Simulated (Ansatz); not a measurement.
# Cl4H2Ti: the cost of one run

Computed with Ansatz 0.2.0, Gaussian basis. Level: PBE0-D4, def2-SVP first, then def2-TZVP.

152 further runs of the same task are left out: 152 set aside as unsound or not needed.

### Step 1. The starting structure

The guess: 7 atoms, charge 0, spin multiplicity 1.

Atoms are counted from 1 here; the program's logs count them from 0.

Bond lengths: Ti1–Cl2 2.409 Å, Ti1–Cl3 2.128 Å, Ti1–Cl4 2.128 Å, Ti1–Cl5 2.170 Å, Ti1–H6 1.964 Å, Ti1–H7 1.781 Å. Angles: Cl2–Ti1–Cl3 91.0°, Cl2–Ti1–Cl4 91.1°, Cl2–Ti1–Cl5 167.4°, Cl2–Ti1–H6 45.7°, Cl2–Ti1–H7 80.8°, Cl3–Ti1–Cl4 107.3°, Cl3–Ti1–Cl5 96.3°, Cl3–Ti1–H6 116.1°, Cl3–Ti1–H7 126.2°, Cl4–Ti1–Cl5 96.4°, Cl4–Ti1–H6 115.7°, Cl4–Ti1–H7 125.8°, Cl5–Ti1–H6 121.7°, Cl5–Ti1–H7 86.6°, H6–Ti1–H7 35.1°.

Coordinates:

```
Ti   -0.1209    0.2800   -0.0594
Cl   -0.4357   -2.0909    0.2323
Cl   -1.1046    0.2173   -1.9457
Cl   -1.6009    0.6989    1.4113
Cl    0.6198    2.3119   -0.2430
H     1.0772   -1.2236    0.3402
H     1.5650   -0.1936    0.2643
```

Distances that are to change: Ti1–H7 1.78 Å, Cl2–H6 1.75 Å, Ti1–Cl2 2.41 Å, H6–H7 1.14 Å.

### Step 2. Relaxing the guess with the reacting distances held

The input, hold/in.yaml:

```yaml
crystal:
  periodic: [false, false, false]
  atoms:
    - {symbol: Ti, position_ang: [-0.120900, 0.280000, -0.059400]}
    - {symbol: Cl, position_ang: [-0.435700, -2.090900, 0.232300]}
    - {symbol: Cl, position_ang: [-1.104600, 0.217300, -1.945700]}
    - {symbol: Cl, position_ang: [-1.600900, 0.698900, 1.411300]}
    - {symbol: Cl, position_ang: [0.619800, 2.311900, -0.243000]}
    - {symbol: H, position_ang: [1.077200, -1.223600, 0.340200]}
    - {symbol: H, position_ang: [1.565000, -0.193600, 0.264300]}
basis:
  gaussian: {orbitals: def2-SVP}
hamiltonian: {xc: pbe0, dispersion: d4}
relax: {f_tol: 0.04, max_steps: 150, escape_saddle: false, constraints: [{distance: [0, 6]}, {distance: [1, 5]}, {distance: [0, 1]}, {distance: [5, 6]}]}
```

Launch:

```sh
ansatz run in.yaml --threads 8 --pin off --events-out ev --progress --plain --max-ram 19148MiB
```

**Question.** How long does this run take on 8 threads of Intel Xeon at 2.50GHz, shared host?

About 17 s.
